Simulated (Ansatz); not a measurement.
# NaAs (singlet): from Hartree-Fock to the top rungs at distance As1–Na2 = 2.400 Å, cc-pVDZ

An exercise on one series of results from a longer session: the logs are not shown, and one member is left open.

Method: cc-pVDZ, core rule «outside noble gas», up to 19 orbitals frozen; program: Ansatz 0.2.0, Gaussian basis.

To be run: UHF; CCSD(T) on RHF; CCSD(T) on UHF; BCCD(T) on RHF; CISD; CCSDT(Q) on RHF; CCSDT(Q) on UHF; CCSDTQ on RHF; CASSCF and MRCISD+Q, 2 electrons in 2 orbitals; CASSCF and NEVPT2, 2 electrons in 2 orbitals; Full CI.

69 further runs of the same task are left out: 50 for a known fault of the program, 12 that didn't finish, 7 set aside as unsound or not needed. Runs told in other sessions of the task aren't counted.

### The geometry

The geometry derives from a PBE0/def2-TZVP stationary point (not a proven minimum). One bond is set to the value named and the two fragments are kept rigid. No spin-orbit coupling is included. The filled d shell of As may be among the frozen orbitals whatever the setting's name suggests.

2 atoms, charge 0, spin multiplicity 1.

Atoms are counted from 1 here; the program's logs count them from 0.

Bond lengths: As1–Na2 2.400 Å.

The first run:

in.yaml

```yaml
crystal:
  periodic: [false, false, false]
  atoms:
    - {symbol: As, position_ang: [0.000000, 0.000000, 0.000000]}
    - {symbol: Na, position_ang: [0.000000, 0.000000, 2.400000]}
basis:
  gaussian: {orbitals: cc-pVDZ}
magnetization: {spin_polarized: true, initial_magnetization: 0}
hamiltonian: {xc: hf}
output: {orbitals: {seedname: orbitals}}
```

Run with:

```bash
$ ansatz run in.yaml --threads 1 --pin off --events-out ev --progress --plain --max-ram 2393MiB
```

Steps of the session up to this table: UHF; CCSD(T) on RHF; CCSD(T) on UHF; BCCD(T) on RHF; CISD; CCSDT(Q) on RHF; CCSDT(Q) on UHF; CCSDTQ on RHF; CASSCF and MRCISD+Q, 2 electrons in 2 orbitals; CASSCF and NEVPT2, 2 electrons in 2 orbitals; Full CI.

One table of the session follows, with a row left open; its other results are not shown here.

It belongs to the step «Misses and costs». 

| method | from FCI (meV) |
| --- | --- |
| RHF | +3240.0 |
| RMP2 | +957.8 |
| CISD | +457.3 |
| RCCSD | +285.7 |
| RCCSD(T) | +163.3 |
| BCCD(T) | +164.9 |
| RCCSDT | +23.1 |
| RCCSDT(Q) | -6.5 |
| RCCSDTQ | +0.5 |
| CASSCF pair | +2708.0 |
| NEVPT2 pair | +477.7 |
| MRCISD pair | ? |
| MRCISD+Q pair | -13.2 |
| FCI | 0 |

Q: Estimate the row for MRCISD pair from the others.

**Answer.** from FCI (meV): +167.7. In the column «from FCI (meV)» it lies between BCCD(T) (+164.9) and RCCSD (+285.7).

Left out of the table: UHF, UMP2, UCCSD, UCCSD(T), UCCSDT, UCCSDT(Q) (another determinant or state than the rows shown). UCCSDT(Q) lies 1.04 eV below the table's zero, so the state tabled may not be the lowest.

Limits of these values: The report flags that the cluster equations may have other roots. The program flags RCCSDT(Q), RCCSDTQ as in doubt, so those rows may rest on another solution. RCCSDT(Q), MRCISD+Q pair fall below full CI, which methods that aren't variational can do.
